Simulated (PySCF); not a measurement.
# C2H10O3Si2Sn ((Me)2Sn(OSiH2)2O): the cost of one run

Computed with PySCF 2.14.0 and routines of our own; the level stands in each step. Atoms count from 0.

## 1. The system as given

18 atoms, charge 0, multiplicity 1; geometry from: GFN2-xTB.

## 2. Optimising the geometry at PBE0-D3(BJ)/def2-SVP

Job settings and geometry (Å):

```
{"job": {"xc": "PBE0", "basis": "def2-SVP", "d3": "d3bj", "grid": 1, "maxiter": 30, "shake": 0.03, "kind": "geom"}, "charge": 0, "multiplicity": 1}
Sn    -0.777140    -0.612120     0.115960
C     -2.474080     0.183600    -1.182850
C     -0.649700    -2.171660     1.519270
O      0.797460    -0.754700    -1.156040
Si     2.038530     0.094950    -1.323790
O      2.085210     1.370940    -0.264170
Si     1.167500     1.936030     0.907030
O     -0.173240     1.101920     1.068210
H     -2.111570     1.146730    -1.556280
H     -3.354150     0.363650    -0.547810
H     -2.678830    -0.544610    -1.926990
H      0.330020    -1.936220     2.133030
H     -1.534250    -2.180210     2.176590
H     -0.521340    -3.088520     1.020840
H      3.150050    -0.784500    -0.943570
H      2.034630     0.738950    -2.603860
H      1.891920     1.856300     2.144010
H      0.722660     3.296390     0.498130
```

Launch:

```bash
$ OMP_NUM_THREADS=1 python heavy_run.py task.json out
```

The driver reads the jobs from task.json and runs them one after another.

**Question.** How long does this first job take on 1 thread of AMD EPYC 9B45, shared host, and how much memory does it need?

About 1.7 min, with a peak of 0.82 GiB.
